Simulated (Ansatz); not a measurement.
**GeH₃OS radical: how energies converge with the basis set**

How large a basis does GeH₃OS radical need? Two functionals are run in growing sets.

The runs use Ansatz 0.2.0, Gaussian basis; one geometry, several basis sets.

Levels to be run: PBE0-D4/def2-SVP; ωB97M-V/def2-SVP; PBE0-D4/def2-QZVPP; ωB97M-V/def2-QZVPP; the functionals' def2-TZVPP values are taken from earlier runs.

### 1 The relaxed structure

All runs share one geometry, relaxed beforehand with PBE0-D4 in a triple-zeta def2 set.

6 atoms, charge 0, spin multiplicity 2.

Atoms are counted from 1 here; the program's logs count them from 0.

Bond lengths: O1–Ge2 1.775 Å, O1–H4 0.960 Å, Ge2–S3 2.206 Å, Ge2–H5 1.541 Å, Ge2–H6 1.531 Å. Angles: Ge2–O1–H4 112.5°, O1–Ge2–S3 112.2°, O1–Ge2–H5 111.0°, O1–Ge2–H6 104.2°, S3–Ge2–H5 104.5°, S3–Ge2–H6 111.3°, H5–Ge2–H6 113.8°.

### 2 PBE0-D4 in def2-SVP

Contents of in.yaml:

```yaml
crystal:
  periodic: [false, false, false]
  atoms:
    - {symbol: O, position_ang: [-0.517182, -1.346966, 0.002965]}
    - {symbol: Ge, position_ang: [0.356614, 0.192405, 0.137760]}
    - {symbol: S, position_ang: [-1.002584, 1.929244, 0.105204]}
    - {symbol: H, position_ang: [-1.178147, -1.335137, -0.693774]}
    - {symbol: H, position_ang: [1.287185, 0.407406, -1.072188]}
    - {symbol: H, position_ang: [1.096114, 0.089049, 1.473833]}
basis:
  gaussian: {orbitals: def2-SVP}
magnetization: {spin_polarized: true, initial_magnetization: 1}
hamiltonian: {xc: pbe0, dispersion: d4}
output: {orbitals: {seedname: orbitals}}
```

Started as:

```bash
$ ansatz run in.yaml --threads 2 --pin off --events-out ev --progress --plain --max-ram 31744MiB --backend cpu
```

Further steps of the session: ωB97M-V in def2-SVP; PBE0-D4 in def2-QZVPP; ωB97M-V in def2-QZVPP.

Q: Predict the results of all the runs planned. Wanted: PBE0-D4: double and triple zeta above quadruple; ωB97M-V: double and triple zeta above quadruple.

The runs gave:

| quantity | value |
| --- | --- |
| PBE0-D4: double and triple zeta above quadruple | 15.25, 1.69 eV |
| ωB97M-V: double and triple zeta above quadruple | 15.21, 1.63 eV |

PBE0-D4 gains 13.57 eV from double to triple zeta, then 1.69 eV more. Total energies overstate the basis error of differences, where much of it tends to cancel.
